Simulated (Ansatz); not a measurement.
# GeH₆O₂Si: a ladder of functionals and wavefunction methods

An exercise on one series of results from a longer session: the logs are not shown, and one member is left open.

Program: Ansatz 0.2.0, Gaussian basis. Level of theory: functionals in def2-TZVPP, the program's frozen cores in correlated methods. These are calculated values, not measurements.

Levels to be run: LDA (SPW92), PBE-D4, revPBE-D4, BLYP-D4, r2SCAN-D4, B97M-V, PBE0-D4, B3LYP-D4, r2SCANh-D4, r2SCAN0-D4, HSE06-D4, BHLYP-D4, CAM-B3LYP-D4, LC-ωPBE, ωB97X-V, ωB97M-V, B2PLYP, PBE-QIDH; CCSD(T)/def2-SVP; CCSD(T)/def2-TZVPP; MP2/def2-QZVPP; extrapolation to the limit; RPA on PBE.

## The geometry

An earlier PBE0-D4 in a triple-zeta def2 set relaxation fixed the geometry.

SMILES `O[SiH2][GeH2][OH]`, 10 atoms, charge 0, spin multiplicity 1.

Atoms are counted from 1 here; the program's logs count them from 0.

Bond lengths: O1–Si2 1.653 Å, O1–H5 0.958 Å, Si2–Ge3 2.391 Å, Si2–H6 1.482 Å, Si2–H7 1.489 Å, Ge3–O4 1.793 Å, Ge3–H8 1.546 Å, Ge3–H9 1.550 Å, O4–H10 0.959 Å. Angles: Si2–O1–H5 117.7°, O1–Si2–Ge3 111.1°, O1–Si2–H6 105.7°, O1–Si2–H7 111.7°, Ge3–Si2–H6 110.4°, Ge3–Si2–H7 108.2°, H6–Si2–H7 109.6°, Si2–Ge3–O4 104.5°, Si2–Ge3–H8 114.4°, Si2–Ge3–H9 112.7°, O4–Ge3–H8 109.0°, O4–Ge3–H9 109.0°, H8–Ge3–H9 107.2°, Ge3–O4–H10 112.6°.

Coordinates:

```xyz
10

O    -0.27435    1.83037   -1.60109
Si   -0.17225    1.29462   -0.04067
Ge   -0.06435   -1.09281    0.04631
O     0.40470   -1.45905    1.73760
H     0.48202    1.68641   -2.17117
H    -1.39963    1.78112    0.63218
H     1.02797    1.84079    0.65198
H    -1.40070   -1.80362   -0.27033
H     1.00381   -1.67838   -0.91225
H     0.39278   -2.39945    1.92744
```

The first run:

The input, in.yaml:

```yaml
crystal:
  periodic: [false, false, false]
  atoms:
    - {symbol: O, position_ang: [-0.274351, 1.830371, -1.601087]}
    - {symbol: Si, position_ang: [-0.172250, 1.294622, -0.040671]}
    - {symbol: Ge, position_ang: [-0.064355, -1.092805, 0.046309]}
    - {symbol: O, position_ang: [0.404698, -1.459054, 1.737601]}
    - {symbol: H, position_ang: [0.482023, 1.686406, -2.171175]}
    - {symbol: H, position_ang: [-1.399627, 1.781116, 0.632181]}
    - {symbol: H, position_ang: [1.027968, 1.840786, 0.651984]}
    - {symbol: H, position_ang: [-1.400701, -1.803616, -0.270330]}
    - {symbol: H, position_ang: [1.003808, -1.678377, -0.912253]}
    - {symbol: H, position_ang: [0.392778, -2.399450, 1.927440]}
basis:
  gaussian: {orbitals: def2-TZVPP}
hamiltonian: {xc: lda}
output: {orbitals: {seedname: orbitals}}
```

On the command line:

```
> ansatz run in.yaml --threads 4 --pin off --events-out ev --progress --plain --max-ram 10444MiB
```

Steps of the session up to this table: LDA; PBE-D4 (GGA); revPBE-D4 (GGA); BLYP-D4 (GGA); r2SCAN-D4 (meta-GGA); B97M-V (meta-GGA); PBE0-D4 (hybrid); B3LYP-D4 (hybrid); r2SCANh-D4 (hybrid); r2SCAN0-D4 (hybrid); HSE06-D4 (hybrid); BHLYP-D4 (hybrid); CAM-B3LYP-D4 (range-separated); LC-ωPBE (range-separated); ωB97X-V (range-separated); ωB97M-V (range-separated); B2PLYP (double hybrid); PBE-QIDH (double hybrid).

One table of the session follows, with a row left open; its other results are not shown here.

It belongs to the step «Orbital energies across the functionals». 

```
  functional  HOMO (eV)  gap (eV)
 LDA (SPW92)      -6.66      4.82
      PBE-D4      -6.56      4.96
   revPBE-D4      -6.51      5.04
     BLYP-D4      -6.46      4.97
   r2SCAN-D4      -6.86      5.59
      B97M-V      -6.98      5.53
     PBE0-D4      -7.80      7.05
    B3LYP-D4      -7.61      6.63
  r2SCANh-D4      -7.32      6.34
  r2SCAN0-D4      -7.99      7.43
    HSE06-D4      -7.40      6.28
    BHLYP-D4      -8.93      9.02
CAM-B3LYP-D4      -9.11      9.33
     LC-ωPBE          ?         ?
     ωB97X-V     -10.08     11.33
     ωB97M-V      -9.88     10.84
```

Estimate the missing values for LC-ωPBE.

As computed: HOMO (eV): -10.39; gap (eV): 11.82. In the column «HOMO (eV)» it is the lowest.
